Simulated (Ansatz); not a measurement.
# BeP: the cost of one run

Program: Ansatz 0.2.0. Level of theory: DFT PBE, scalar-relativistic, plane waves, PAW. These are calculated values, not measurements.

1 further run of the same task is left out (it didn't finish).

### Step 1. Starting point

It takes space group P6/mmm (No. 191, hexagonal). Conventional cell: a = 4.667 Å, b = 4.667 Å, c = 3.766 Å, α = 90.00°, β = 90.00°, γ = 120.00°. Be (site symmetry mmm) is surrounded by 6 P at 2.32 to 2.33 Å and 4 Be at 2.33 Å. P (site symmetry 6/mmm) has 6 Be at 2.33 Å as nearest neighbours. Around P (site symmetry -6m2) lie 6 Be at 2.32 Å.

As a file:

```cif
data_structure
_symmetry_space_group_name_H-M 'P6/mmm'
_symmetry_Int_Tables_number 191
_cell_length_a 4.6674
_cell_length_b 4.6674
_cell_length_c 3.7657
_cell_angle_alpha 90.000
_cell_angle_beta 90.000
_cell_angle_gamma 120.000
_cell_volume 71.04
loop_
_atom_site_label
_atom_site_type_symbol
_atom_site_symmetry_multiplicity
_atom_site_Wyckoff_symbol
_atom_site_fract_x
_atom_site_fract_y
_atom_site_fract_z
_atom_site_occupancy
Be1 Be 3 f 0.50000 0.00000 0.00000 1
P1 P 1 a 0.00000 0.00000 0.00000 1
P2 P 2 d 0.33333 0.66667 0.50000 1
```

This is candidate A: CoSn type (P6/mmm, No. 191).

(A quick probe on a coarse mesh, which set the mesh and smearing, is not shown.)

### Step 3. Full relaxation (candidate A)

input.yaml reads:

```yaml
crystal:
  lattice:
    - [4.6674014424, 0.0, 0.0]
    - [-2.3337007212, 4.0420882188, 0.0]
    - [0.0, 0.0, 3.7657443456]
  atoms:
    - { symbol: Be, position: [0.5, 0.0, 0.0] }
    - { symbol: Be, position: [0.5, 0.5, 0.0] }
    - { symbol: Be, position: [0.0, 0.5, 0.0] }
    - { symbol: P, position: [0.0, 0.0, 0.0] }
    - { symbol: P, position: [0.3333333333, 0.6666666667, 0.5] }
    - { symbol: P, position: [0.6666666667, 0.3333333333, 0.5] }
basis:
  ecutwfc: 420
kpoints:
  mp_grid: { grid: [12, 12, 10] }
hamiltonian:
  xc: pbe
scf:
  occupations: { method: gaussian, width: 0.1 }
output:
  forces: true
  stress: true
  eigenvalues: true
  write_density: true
  write_potential: true
  elf: true
  volumetric_format: npy
relax:
  adjacent_minimum: "off"
  f_tol: 0.01
  max_steps: 80
  cell: { stress_tol: 0.05 }
```

Launch:

```console
$ ansatz run input.yaml --threads 1 --pin off --max-ram 2560MiB --backend cpu --events-out ev --progress --plain --runs-dir out
```

Q: Estimate wall time and peak memory on 1 thread of Arm Neoverse V2, shared host.

About 98 s, with a peak of 0.4 GiB.
